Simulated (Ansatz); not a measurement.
# Ga100As100, 200 atoms: time against threads and cards

To be measured: the time of a single point at r2SCAN on Ga100As100, and how the time changes with the share of the machine.

Program: Ansatz 0.2.0 (single point, r2SCAN, plane waves PAW). Host: AMD EPYC 7R13 (Zen 3), 96 cores, 96 hardware threads, 1656 GiB, 8 × H100 80GB HBM3, 81559 MiB; it was booked for these runs alone, one at a time. Each run is timed once from launch to exit, start-up included.

### Step 1. The job

The cell holds 200 atoms in 4753 Å³, 5×5×4 copies of a database cell, with the atoms displaced at random so that no symmetry is left.

### Step 2. The reference run

Contents of input.yaml:

```yaml
crystal:
  lattice:
    - [0.000000, 14.375455, 14.375455]
    - [14.375455, 0.000000, 14.375455]
    - [11.500364, 11.500364, 0.000000]
  atoms:
    - { symbol: Ga, position: [0.004600, -0.001304, 0.000971] }
    - { symbol: As, position: [0.050288, 0.051643, 0.059052] }
    - { symbol: Ga, position: [-0.000816, -0.001479, 0.247357] }
    - { symbol: As, position: [0.048340, 0.048992, 0.311795] }
    - { symbol: Ga, position: [-0.001784, 0.000830, 0.498653] }
    - { symbol: As, position: [0.043708, 0.052343, 0.561536] }
    - { symbol: Ga, position: [-0.001463, 0.000528, 0.750566] }
    - { symbol: As, position: [0.050104, 0.048319, 0.812971] }
    - { symbol: Ga, position: [-0.003025, 0.202840, -0.003113] }
    - { symbol: As, position: [0.049594, 0.250038, 0.063038] }
    - { symbol: Ga, position: [-0.000485, 0.200950, 0.241061] }
    - { symbol: As, position: [0.049540, 0.249430, 0.311114] }
# [... 184 more atoms ...]
    - { symbol: Ga, position: [0.797715, 0.797703, 0.499181] }
    - { symbol: As, position: [0.847864, 0.853233, 0.563751] }
    - { symbol: Ga, position: [0.801657, 0.796649, 0.749440] }
    - { symbol: As, position: [0.849683, 0.850314, 0.813610] }
kpoints:
  mp_grid: { grid: [2, 2, 2] }
hamiltonian:
  xc: r2scan
  pseudopotentials: { azcp: { folder: soft_1 } }
scf:
  occupations: { method: fermi_dirac, width: 0.1 }
output: { forces: true }
```

Run with:

```console
> ansatz run input.yaml --backend cuda --devices 8 --events-out ev --progress --plain --runs-dir out
```

### Step 3. On 1 GPU, 48 threads

input.yaml is that of step 2.

(Steps that only read results are left out.)

Q: Predict the timings and the best choice. Wanted: reference; fastest over GPUs; speed-up from 1 to 8 GPUs.

The runs gave:

| quantity | value |
| --- | --- |
| reference | 19 s on 8 GPUs, 48 threads |
| fastest over GPUs | 19 s on 8 |
| speed-up from 1 to 8 GPUs | 2.4 (31 % efficient) |

What this shows: Going from 1 to 8 GPUs cuts the time by a factor of 2.4, 31 % of the ideal. The figures hold for this build, input and host.
